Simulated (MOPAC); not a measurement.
# Two attempts at CH5ClGe (SMILES [CH3][GeH2][Cl])

Wanted: energy and forces of CH5ClGe, PM6-DH2 (COSMO toluene).

The calculation is run with MOPAC 23.2.5.

1 further run of the same task is left out (set aside as unsound or not needed).

## Step 1: Starting point

The species is CH5ClGe (8 atoms), meant as a singlet with charge 0. SMILES: `[CH3][GeH2][Cl]`. The coordinates come from a PBE0-D4/def2-TZVP relaxation.

Bond lengths: C1–Ge2 1.940 Å, Ge2–Cl3 2.165 Å, C1–H4 1.090 Å, C1–H5 1.090 Å, C1–H6 1.092 Å, Ge2–H7 1.536 Å, Ge2–H8 1.536 Å. Some angles: C1–Ge2–Cl3 107.5°, C1–Ge2–H7 112.8°, C1–Ge2–H8 112.8°, Cl3–Ge2–H7 106.2°, Cl3–Ge2–H8 106.2°, Ge2–C1–H4 109.8°, Ge2–C1–H5 109.8°, Ge2–C1–H6 109.9°, H7–Ge2–H8 110.9°, H4–C1–H5 109.1°.

## Step 2: Try one

job.mop reads:

```
PM6-DH2 DISP EPS=0 1SCF ITRY=92 PRECISE GRADIENTS AUX(PRECISION=9) THREADS=1
CH5ClGe
[CH3][GeH2][Cl]
C     0.000000  0    0.000000  0    0.000000  0   0   0   0
Ge    1.939854  1    0.000000  0    0.000000  0   1   0   0
Cl    2.164513  1  107.486410  1    0.000000  0   2   1   0
H     1.089918  1  109.838730  1   60.017670  1   1   2   3
H     1.089952  1  109.063350  1  120.427650  1   1   4   2
H     1.091602  1  109.066010  1  119.013410  1   1   4   5
H     1.535967  1  112.780650  1  -56.672770  1   2   1   4
H     1.535874  1  110.902370  1  127.612850  1   2   7   1
```

The run is started by

```
mopac job.mop
```

job.out:

```text
MOPAC v23.2.5
PM6-DH2 CALCULATION RESULTS
[...]
           Empirical Formula: C H5 Ge Cl  =     8 atoms
      MOLECULAR POINT GROUP   :   Cs
[...]
          *                 WARNING                   *
          *                                           *
[...]
          *              END OF WARNING               *
          *                                           *
[...]
     SCF FIELD WAS ACHIEVED
[...]
                              SUM =        -22.87288 KCAL/MOL = FINAL HEAT OF FORMATION
          VAN DER WAALS AREA      =        115.56 SQUARE ANGSTROMS
          TOTAL ENERGY            =       -525.84077 EV
          ELECTRONIC ENERGY       =      -3358.77166 EV
          CORE-CORE REPULSION     =       2832.93090 EV
          DIELECTRIC ENERGY       =          0.15817 EV
          GRADIENT NORM           =         17.67765          =       6.24999 PER ATOM
          IONIZATION POTENTIAL    =         10.099987 EV
          HOMO LUMO ENERGIES (EV) =        -10.100 -0.388
          NO. OF FILLED LEVELS    =         10
          MOLECULAR WEIGHT        =        125.0935         POINT GROUP:  Cs
[...]
                             CARTESIAN COORDINATES
   1    C        0.000000000     0.000000000     0.000000000
   2   Ge        1.939854000     0.000000000     0.000000000
   3   Cl        2.590245954     2.064487063     0.000000000
   4    H       -0.369889664     0.512342698    -0.888035947
   5    H       -0.369954306     0.513591436     0.887329144
   6    H       -0.372406452    -1.026112952     0.000755009
   7    H        2.534586922    -0.636093036    -1.265256111
   8    H        2.535060753    -0.636242543     1.264845165
           Empirical Formula: C H5 Ge Cl  =     8 atoms
      MOLECULAR POINT GROUP   :   Cs
[...]
              NET ATOMIC CHARGES AND DIPOLE CONTRIBUTIONS
  ATOM NO.   TYPE          CHARGE      No. of ELECS.   s-Pop       p-Pop       d-Pop
    1          C          -0.598234        4.5982     1.08591     3.51232
    2         Ge           0.232963        3.7670     1.18554     2.58149
    3         Cl          -0.210018        7.2100     1.99699     5.20996     0.00307
    4          H           0.170984        0.8290     0.82902
    5          H           0.172084        0.8279     0.82792
    6          H           0.157050        0.8429     0.84295
    7          H           0.037820        0.9622     0.96218
    8          H           0.037351        0.9626     0.96265
 DIPOLE           X         Y         Z       TOTAL
 POINT-CHG.    -0.418    -2.241     0.002     2.280
 HYBRID        -0.167     0.415    -0.001     0.447
 SUM           -0.585    -1.826     0.001     1.917
[...]
 * JOB ENDED NORMALLY *
[...]
```

Run time: 0.04 s. Hardware: 1 thread of Arm Neoverse N1, shared host.

## Step 3: Diagnosis

The program ended normally, but the settings are unsound, so its numbers aren't properties of the molecule.

The cause is that the dielectric constant is unphysical. Among its listed settings the sound run differs in this, and the input shows the rest: dielectric constant 2.37 in place of 0.

## Step 4: Second attempt

ch5clge.mop reads:

```
PM6-DH2 GRADIENTS EPS=2.37 1SCF DISP PRECISE AUX(PRECISION=9) THREADS=1
gradient of CH5ClGe
[CH3][GeH2][Cl]
C     0.000000  0    0.000000  0    0.000000  0   0   0   0
Ge    1.939854  1    0.000000  0    0.000000  0   1   0   0
Cl    2.164513  1  107.486410  1    0.000000  0   2   1   0
H     1.089918  1  109.838730  1   60.017670  1   1   2   3
H     1.089952  1  109.063350  1  120.427650  1   1   4   2
H     1.091602  1  109.066010  1  119.013410  1   1   4   5
H     1.535967  1  112.780650  1  -56.672770  1   2   1   4
H     1.535874  1  110.902370  1  127.612850  1   2   7   1
```

The run is started by

```
mopac ch5clge.mop
```

ch5clge.out:

```text
MOPAC v23.2.5
PM6-DH2 CALCULATION RESULTS
[...]
           Empirical Formula: C H5 Ge Cl  =     8 atoms
      MOLECULAR POINT GROUP   :   Cs
[...]
          *                 WARNING                   *
          *                                           *
[...]
          *              END OF WARNING               *
          *                                           *
[...]
     SCF FIELD WAS ACHIEVED
[...]
                              SUM =        -29.50617 KCAL/MOL = FINAL HEAT OF FORMATION
          VAN DER WAALS AREA      =        115.56 SQUARE ANGSTROMS
          TOTAL ENERGY            =       -526.12841 EV
          ELECTRONIC ENERGY       =       -897.10087 EV
          CORE-CORE REPULSION     =        370.97246 EV
          DIELECTRIC ENERGY       =         -0.08393 EV
          COSMO AREA              =        115.56 SQUARE ANGSTROMS
          COSMO VOLUME            =        104.71 CUBIC ANGSTROMS
          GRADIENT NORM           =         19.61567          =       6.93519 PER ATOM
          IONIZATION POTENTIAL    =         10.652585 EV
          HOMO LUMO ENERGIES (EV) =        -10.653 -0.605
          NO. OF FILLED LEVELS    =         10
[...]
                             CARTESIAN COORDINATES
   1    C        0.000000000     0.000000000     0.000000000
   2   Ge        1.939854000     0.000000000     0.000000000
   3   Cl        2.590245954     2.064487063     0.000000000
   4    H       -0.369889664     0.512342698    -0.888035947
   5    H       -0.369954306     0.513591436     0.887329144
   6    H       -0.372406452    -1.026112952     0.000755009
   7    H        2.534586922    -0.636093036    -1.265256111
   8    H        2.535060753    -0.636242543     1.264845165
           Empirical Formula: C H5 Ge Cl  =     8 atoms
      MOLECULAR POINT GROUP   :   Cs
[...]
              NET ATOMIC CHARGES AND DIPOLE CONTRIBUTIONS
  ATOM NO.   TYPE          CHARGE      No. of ELECS.   s-Pop       p-Pop       d-Pop
    1          C          -0.642689        4.6427     1.09043     3.55226
    2         Ge           0.309813        3.6902     1.19219     2.49800
    3         Cl          -0.343468        7.3435     1.99623     5.34418     0.00306
    4          H           0.184416        0.8156     0.81558
    5          H           0.184064        0.8159     0.81594
    6          H           0.180539        0.8195     0.81946
    7          H           0.063538        0.9365     0.93646
    8          H           0.063787        0.9362     0.93621
 DIPOLE           X         Y         Z       TOTAL
 POINT-CHG.    -0.814    -3.777    -0.000     3.864
 HYBRID        -0.143     0.558     0.000     0.576
 SUM           -0.957    -3.219     0.000     3.359
[...]
 * JOB ENDED NORMALLY *
[...]
```

It took 0.04 s on 1 thread of Arm Neoverse N1, shared host.

## Step 5: Results

At PM6-DH2 (COSMO toluene):

| quantity | value |
| --- | --- |
| total energy | -19.33486 Eh |
| dipole moment | 3.36 D |
| HOMO energy | -10.65 eV |
| LUMO energy | -0.60 eV |
| HOMO–LUMO gap | 10.05 eV |
| dispersion energy | -1.44 kJ/mol |
| heat of formation | -29.5 kcal/mol |

What this shows: The first attempt's energy was +0.288 eV off this one.
